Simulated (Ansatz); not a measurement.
# Alloy of ZnS and ZnSe (1 of 8 S sites exchanged), 16 atoms with displaced atoms

Wanted: the effect of changed settings on energy, forces, pressure and convergence.

Method: density functional theory in Ansatz 0.2.0, PAW datasets, plane waves.

## Step 1: The system as built

16 atoms (8 Zn, 7 S, 1 Se); a = 10.779 Å, b = 5.390 Å, c = 5.390 Å, α = 90.00°, β = 90.00°, γ = 90.00°. All atoms were shaken off their sites by about 0.07 Å along each axis.

Structure file:

```cif
data_structure
_symmetry_space_group_name_H-M 'P 1'
_symmetry_Int_Tables_number 1
_cell_length_a 10.7790
_cell_length_b 5.3895
_cell_length_c 5.3895
_cell_angle_alpha 90.000
_cell_angle_beta 90.000
_cell_angle_gamma 90.000
_cell_volume 313.10
loop_
_atom_site_label
_atom_site_type_symbol
_atom_site_fract_x
_atom_site_fract_y
_atom_site_fract_z
_atom_site_occupancy
Zn1 Zn 0.00732 0.96719 0.99561 1
Zn2 Zn 0.48469 0.98892 0.98556 1
Zn3 Zn 0.24556 0.49983 0.01444 1
Zn4 Zn 0.76651 0.52057 0.97342 1
Zn5 Zn 0.25197 0.01167 0.50531 1
Zn6 Zn 0.72972 0.00987 0.50829 1
Zn7 Zn 0.99582 0.51399 0.49315 1
Zn8 Zn 0.49957 0.49987 0.51056 1
S1 S 0.13061 0.24073 0.27265 1
S2 S 0.63054 0.24184 0.23538 1
S3 S 0.88210 0.75307 0.23417 1
S4 S 0.38709 0.22639 0.77282 1
S5 S 0.87765 0.25152 0.73958 1
S6 S 0.13656 0.74868 0.76084 1
S7 S 0.61388 0.75166 0.74423 1
Se1 Se 0.37387 0.76571 0.24424 1
```

## Step 2: PBEsol single point

in.yaml

```yaml
crystal:
  lattice:
    - [10.779042, 0.000000, 0.000000]
    - [0.000000, 5.389521, 0.000000]
    - [0.000000, 0.000000, 5.389521]
  atoms:
    - { symbol: Zn, position: [0.007325, 0.967193, 0.995606] }
    - { symbol: Zn, position: [0.484695, 0.988916, 0.985556] }
    - { symbol: Zn, position: [0.245556, 0.499835, 0.014438] }
    - { symbol: Zn, position: [0.766508, 0.520569, 0.973420] }
    - { symbol: Zn, position: [0.251974, 0.011669, 0.505309] }
    - { symbol: Zn, position: [0.729721, 0.009867, 0.508290] }
    - { symbol: Zn, position: [0.995820, 0.513993, 0.493151] }
    - { symbol: Zn, position: [0.499570, 0.499871, 0.510556] }
    - { symbol: S, position: [0.130607, 0.240729, 0.272655] }
    - { symbol: S, position: [0.630543, 0.241842, 0.235379] }
    - { symbol: S, position: [0.882099, 0.753073, 0.234172] }
    - { symbol: S, position: [0.387090, 0.226388, 0.772815] }
    - { symbol: S, position: [0.877651, 0.251521, 0.739584] }
    - { symbol: S, position: [0.136565, 0.748679, 0.760835] }
    - { symbol: S, position: [0.613880, 0.751664, 0.744234] }
    - { symbol: Se, position: [0.373874, 0.765714, 0.244243] }
kpoints:
  mp_grid: { grid: [2, 2, 2], shift: [0.5, 0.5, 0.5] }
hamiltonian:
  xc: pbesol
scf:
  occupations: { method: fermi_dirac, width: 0.01 }
output:
  forces: true
  eigenvalues: true
  stress: true
  populations: true
```

The run is started by

```bash
ansatz run in.yaml --threads 8 --pin off --max-ram 13300MiB --runs-dir r --events-out ev --progress --plain
```

## Step 3: Run again with functional RPBE

Edit in.yaml of step 2 so:

```diff
@@ -25,5 +25,6 @@
 hamiltonian:
-  xc: pbesol
+  xc: rpbe
 scf:
   occupations: { method: fermi_dirac, width: 0.01 }
+  max_iter: 80
 output:
@@ -32,2 +33 @@
   stress: true
-  populations: true
```

## Step 4: Run again with k points 3×3×3

Edit in.yaml of step 3 so:

```diff
@@ -23,8 +23,8 @@
 kpoints:
-  mp_grid: { grid: [2, 2, 2], shift: [0.5, 0.5, 0.5] }
+  mp_grid: { grid: [3, 3, 3] }
 hamiltonian:
-  xc: rpbe
+  xc: pbesol
 scf:
   occupations: { method: fermi_dirac, width: 0.01 }
-  max_iter: 80
+  max_iter: 50
 output:
```

## Step 5: Variant: mixer broyden

Edit in.yaml of step 4 so:

```diff
@@ -23,3 +23,3 @@
 kpoints:
-  mp_grid: { grid: [3, 3, 3] }
+  mp_grid: { grid: [2, 2, 2], shift: [0.5, 0.5, 0.5] }
 hamiltonian:
@@ -28,3 +28,4 @@
   occupations: { method: fermi_dirac, width: 0.01 }
-  max_iter: 50
+  max_iter: 90
+  mixing: { algorithm: broyden }
 output:
```

## Step 6: Run again with occupations Gaussian, at most 14 cycles

Edit in.yaml of step 5 so:

```diff
@@ -27,5 +27,4 @@
 scf:
-  occupations: { method: fermi_dirac, width: 0.01 }
-  max_iter: 90
-  mixing: { algorithm: broyden }
+  occupations: { method: gaussian, width: 0.01 }
+  max_iter: 14
 output:
@@ -34 +33,5 @@
   stress: true
+  write_density: true
+  write_potential: true
+  elf: true
+  volumetric_format: npy
```

## Step 7: Changed settings: mixing beta 0.4, dispersion D3(BJ) with three-body term

Edit in.yaml of step 6 so:

```diff
@@ -26,5 +26,7 @@
   xc: pbesol
+  dispersion: d3bjatm
 scf:
-  occupations: { method: gaussian, width: 0.01 }
-  max_iter: 14
+  occupations: { method: fermi_dirac, width: 0.01 }
+  max_iter: 60
+  mixing: { beta: 0.4 }
 output:
@@ -33,5 +35 @@
   stress: true
-  write_density: true
-  write_potential: true
-  elf: true
-  volumetric_format: npy
```

## Step 8: Changed settings: 4 extra bands, xc grid 1, density cutoff ratio 6

Edit in.yaml of step 7 so:

```diff
@@ -24,9 +24,9 @@
   mp_grid: { grid: [2, 2, 2], shift: [0.5, 0.5, 0.5] }
+basis: { ecutrho_ratio: 6, xc_grid: 1 }
 hamiltonian:
   xc: pbesol
-  dispersion: d3bjatm
 scf:
   occupations: { method: fermi_dirac, width: 0.01 }
-  max_iter: 60
-  mixing: { beta: 0.4 }
+  max_iter: 50
+  n_extra_bands: 4
 output:
```

What does the calculation give? Wanted: for each run, settings; status; energy from base; forces from base.

The runs gave:

| settings | status | cycles | time | energy from base (meV/atom) | forces from base (eV/Å rms) | filled to empty level on the mesh (eV) |
| --- | --- | --- | --- | --- | --- | --- |
| base | converged | 9 | 1.8 s (8 CPU threads) | 0 | 0 | 3.43 |
| functional RPBE | converged | 9 | 1.4 s (8 CPU threads) | - | 0.068 | 3.65 |
| k points 3×3×3 | converged | 9 | 3.5 s (8 CPU threads) | -6.8 | 0.006 | 1.88 |
| mixer broyden | converged | 9 | 1.4 s (8 CPU threads) | 0.0 | 0.000 | 3.43 |
| occupations Gaussian, at most 14 cycles | converged | 9 | 1.9 s (8 CPU threads) | 0.0 | 0.000 | 3.43 |
| mixing beta 0.4, dispersion D3(BJ) with three-body term | converged | 9 | 1.4 s (8 CPU threads) | - | 0.001 | 3.43 |
| 4 extra bands, xc grid 1, density cutoff ratio 6 | converged | 9 | 1.3 s (8 CPU threads) | 0.0 | 0.000 | 3.43 |

**What this shows.** Among these variants the forces move most with functional RPBE (0.068 eV/Å rms). The base mesh is coarse for so small a cell, so pressure, spacing and their changes aren't converged values of the solid.
